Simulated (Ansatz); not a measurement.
CoNiO2 under changes of volume

One of the cells (9.591 Å³/atom); the others are scaled copies at fixed shape and fractional positions:

```
Ni Co O
1.0
     3.01433    0.00000    0.00000
     0.00000    3.01433    0.00000
     0.00000    0.00000    4.22229
Ni Co O
1 1 2
Direct
  0.00000 0.00000 0.00000
  0.50000 0.50000 0.50000
  0.00000 0.00000 0.50000
  0.50000 0.50000 0.00000
```

The cell comes from a database or a generator and needn't be the stable form of this composition.

```yaml
Program: Ansatz 0.2.0
Functional: LDA
Potentials_or_basis: all-electron LAPW, scalar-relativistic
Cutoff: 340 eV (chosen from the basis error)
Basis_error_allowed: 0.002 eV/atom
k_mesh: 9 × 9 × 6
Occupations: fermi-dirac, width 0.05 eV
Spin: collinear spin, ferromagnetic start
Starting_moments: "[1.0, 2.0, 0.0, 0.0] μB"
```

```tsv
volume (Å³/atom)	energy over the lowest point (meV/atom)	pressure (GPa)	moment (μB per cell)
9.016	0.00	-14.5	3.11
9.207	19.41	-17.3	3.30
9.399	41.80	-19.7	3.50
9.591	67.00	-22.3	3.62
9.783	95.24	-24.6	3.71
9.975	126.20	-26.7	3.80
10.167	?	?	?
```

**Question.** What does the run at 10.167 Å³/atom give?

**Answer.** Energy over the lowest point 159.52 meV/atom; pressure -28.4 GPa; moment 3.93 μB per cell.

Worked out: A Birch-Murnaghan fit of order 3 (a polynomial in V^(-2/3)) to the other rows has no minimum within the range. It gives 160.02 meV/atom at 10.167 Å³/atom, against the run's 159.52, and -dE/dV = -29.4 GPa, against -28.4. A parabola through the other rows of the moment, of slope 0.0994 μB per Å³/atom there, extrapolates to 3.83 μB, against the run's 3.93.

Energies are extrapolated to zero smearing.
